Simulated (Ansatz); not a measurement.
# BCl₂F: up Jacob's ladder to CCSD(T)

The task here is to estimate one member of a computed series from the others.

Computed with Ansatz 0.2.0, Gaussian basis. Level: functionals in def2-TZVPP, the program's frozen cores in correlated methods.

The runs, in order: LDA (SPW92), PBE-D4, revPBE-D4, BLYP-D4, r2SCAN-D4, B97M-V, PBE0-D4, B3LYP-D4, r2SCANh-D4, r2SCAN0-D4, HSE06-D4, BHLYP-D4, CAM-B3LYP-D4, LC-ωPBE, ωB97X-V, ωB97M-V, B2PLYP, PBE-QIDH; CCSD(T)/def2-SVP; CCSD(T)/def2-TZVPP; CCSD(T)/def2-QZVPP; extrapolation to the limit; RPA on PBE.

### The geometry

An earlier PBE0-D4 in a triple-zeta def2 set relaxation fixed the geometry.

SMILES `FB(Cl)Cl`, 4 atoms, charge 0, spin multiplicity 1.

Atoms are counted from 1 here; the program's logs count them from 0.

Bond lengths: F1–B2 1.310 Å, B2–Cl3 1.739 Å, B2–Cl4 1.739 Å. Angles: F1–B2–Cl3 119.3°, F1–B2–Cl4 119.3°, Cl3–B2–Cl4 121.5°.

Geometry (Å):

| atom | x (Å) | y (Å) | z (Å) |
| --- | --- | --- | --- |
| F1 | 0.1303 | -1.1868 | -0.7762 |
| B2 | 0.0219 | -0.0961 | -0.0584 |
| Cl3 | -1.5364 | 0.3606 | 0.5634 |
| Cl4 | 1.4396 | 0.8620 | 0.2509 |

Set-up of the first run:

The input, in.yaml:

```yaml
crystal:
  periodic: [false, false, false]
  atoms:
    - {symbol: F, position_ang: [0.130316, -1.186797, -0.776161]}
    - {symbol: B, position_ang: [0.021926, -0.096072, -0.058370]}
    - {symbol: Cl, position_ang: [-1.536350, 0.360591, 0.563363]}
    - {symbol: Cl, position_ang: [1.439608, 0.861979, 0.250868]}
basis:
  gaussian: {orbitals: def2-TZVPP}
hamiltonian: {xc: lda}
output: {orbitals: {seedname: orbitals}}
```

Started as:

```
$ ansatz run in.yaml --threads 4 --pin off --events-out ev --progress --plain --max-ram 10444MiB
```

Steps of the session up to this table: LDA; PBE-D4 (GGA); revPBE-D4 (GGA); BLYP-D4 (GGA); r2SCAN-D4 (meta-GGA); B97M-V (meta-GGA); PBE0-D4 (hybrid); B3LYP-D4 (hybrid); r2SCANh-D4 (hybrid); r2SCAN0-D4 (hybrid); HSE06-D4 (hybrid); BHLYP-D4 (hybrid); CAM-B3LYP-D4 (range-separated); LC-ωPBE (range-separated); ωB97X-V (range-separated); ωB97M-V (range-separated); B2PLYP (double hybrid); PBE-QIDH (double hybrid).

One of the session's tables, all rows but one given; the rest of the session is left out.

It belongs to the step «Frontier levels by functional». 

| functional | HOMO (eV) | gap (eV) |
| --- | --- | --- |
| LDA (SPW92) | -8.10 | 5.79 |
| PBE-D4 | -7.95 | 5.94 |
| revPBE-D4 | -7.90 | 6.01 |
| BLYP-D4 | -7.78 | 5.94 |
| r2SCAN-D4 | -8.33 | 6.66 |
| B97M-V | -8.42 | 6.90 |
| PBE0-D4 | -9.43 | 8.41 |
| B3LYP-D4 | ? | ? |
| r2SCANh-D4 | -8.87 | 7.55 |
| r2SCAN0-D4 | -9.67 | 8.87 |
| HSE06-D4 | -9.02 | 7.62 |
| BHLYP-D4 | -10.74 | 10.86 |
| CAM-B3LYP-D4 | -10.82 | 10.98 |
| LC-ωPBE | -12.28 | 13.64 |
| ωB97X-V | -11.87 | 13.19 |
| ωB97M-V | -11.69 | 12.87 |

Estimate the missing values for B3LYP-D4.

Worked estimate for «HOMO (eV)». Against the share of exact exchange, BLYP-D4 (0, -7.78), BHLYP-D4 (0.5, -10.74) give a slope of -5.92 per unit share; at 0.2 the line stands at -8.96.

As computed: HOMO (eV): -9.13; gap (eV): 7.90. In «HOMO (eV)» the line misses by +0.17.
